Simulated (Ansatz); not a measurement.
**In2GaP3: the band gap up the ladder of functionals**

An exercise on one series of results from a longer session: the logs are not shown, and one member is left open.

Code: Ansatz 0.2.0. PAW datasets, plane waves. Spin-unpolarised throughout. Whether this structure exists isn't addressed.

### The cell

The cell was relaxed beforehand with r2SCAN.

The symmetry is P3m1 (No. 156, trigonal); conventional cell a = 4.071 Å, c = 10.000 Å, 23.92 Å³ an atom. Near Ga stand 4 P at 2.36–2.46 Å; near In stand 4 P at 2.52–2.56 Å; near In stand 4 P at 2.52–2.54 Å; near P stand 3 Ga at 2.46 Å and 1 In at 2.56 Å; near P stand 4 In at 2.52–2.54 Å.

Structure file:

Space group P3m1 (No. 156). a = 4.071 Å, b = 4.071 Å, c = 10.000 Å, α = 90.00°, β = 90.00°, γ = 120.00°
```json
{"atom": "Ga", "site": "1a", "symmetry": "3m.", "x": "0.0000", "y": "0.0000", "z": "0.0009"}
{"atom": "In", "site": "1c", "symmetry": "3m.", "x": "0.6667", "y": "0.3333", "z": "0.6737"}
{"atom": "In", "site": "1b", "symmetry": "3m.", "x": "0.3333", "y": "0.6667", "z": "0.3275"}
{"atom": "P", "site": "1c", "symmetry": "3m.", "x": "0.6667", "y": "0.3333", "z": "0.9296"}
{"atom": "P", "site": "1b", "symmetry": "3m.", "x": "0.3333", "y": "0.6667", "z": "0.5819"}
{"atom": "P", "site": "1a", "symmetry": "3m.", "x": "0.0000", "y": "0.0000", "z": "0.2365"}
```

The first run:

Contents of input.yaml:

```yaml
crystal:
  lattice:
    - [4.0705851211, 0.0, 0.0]
    - [-2.0352925605, 3.5252301231, 0.0]
    - [0.0, 0.0, 9.9997414922]
  atoms:
    - { symbol: Ga, position: [0.0, 0.0, 0.0009124447] }
    - { symbol: In, position: [0.6666666667, 0.3333333333, 0.6736664668] }
    - { symbol: In, position: [0.3333333333, 0.6666666667, 0.3274886933] }
    - { symbol: P, position: [0.6666666667, 0.3333333333, 0.9295554605] }
    - { symbol: P, position: [0.3333333333, 0.6666666667, 0.5818573287] }
    - { symbol: P, position: [0.0, 0.0, 0.2365196061] }
kpoints:
  mp_grid: { grid: [12, 12, 4] }
  band_path:
    path:
      - [[0.0, 0.0, 0.0], [0.5, 3.851683376135e-18, -1.005527923377e-32], [0.3333333333333, 0.3333333333333, -2.043188587408e-32], [0.0, 0.0, 0.0], [1.616504710537e-51, -2.126733517765e-49, 0.5], [0.5, 3.851683376135e-18, 0.5], [0.3333333333333, 0.3333333333333, 0.5], [1.616504710537e-51, -2.126733517765e-49, 0.5]]
      - [[0.5, 3.851683376135e-18, 0.5], [0.5, 3.851683376135e-18, -1.005527923377e-32]]
      - [[0.3333333333333, 0.3333333333333, 0.5], [0.3333333333333, 0.3333333333333, -2.043188587408e-32]]
    npoints: 10
hamiltonian:
  xc: pbe
scf:
  occupations: { method: fermi_dirac, width: 0.02 }
  n_extra_bands: 5
output:
  forces: true
  stress: true
  eigenvalues: true
```

The run is started by

```bash
ansatz run input.yaml --threads 4 --pin off --max-ram 6451MiB --backend cpu --events-out ev --progress --plain --runs-dir out
```

Steps of the session up to this table: Band structure with PBE; r2SCAN at the same geometry; HSE06 at the same geometry; PBE+SOC; PBE0 at the same geometry.

One table of the session follows, with a row left open; its other results are not shown here.

| level | gap (eV) |
| --- | --- |
| PBE | 0.56 |
| r2SCAN | 0.95 |
| HSE06 | 1.35 |
| PBE+SOC | ? |
| PBE0 | 1.96 |

Estimate the missing values for PBE+SOC.

**Answer.** gap (eV): 0.53. In the column «gap (eV)» it is the lowest.

Meshes: PBE 12×12×4, r2SCAN 12×12×4, HSE06 6×6×2, PBE+SOC 12×12×4, PBE0 6×6×2

In words: The gap runs from 0.53 eV (PBE+SOC) to 1.96 eV (PBE0). Against HSE06, PBE is short by 0.79 eV, at 42 % of it, and r2SCAN 70 %. PBE0 lies 0.61 eV above HSE06, which differs from it by screening the long-range exchange.

Limits of these values: Warnings in the runs' records: stress exchange threshold loose, stress scf threshold loose.
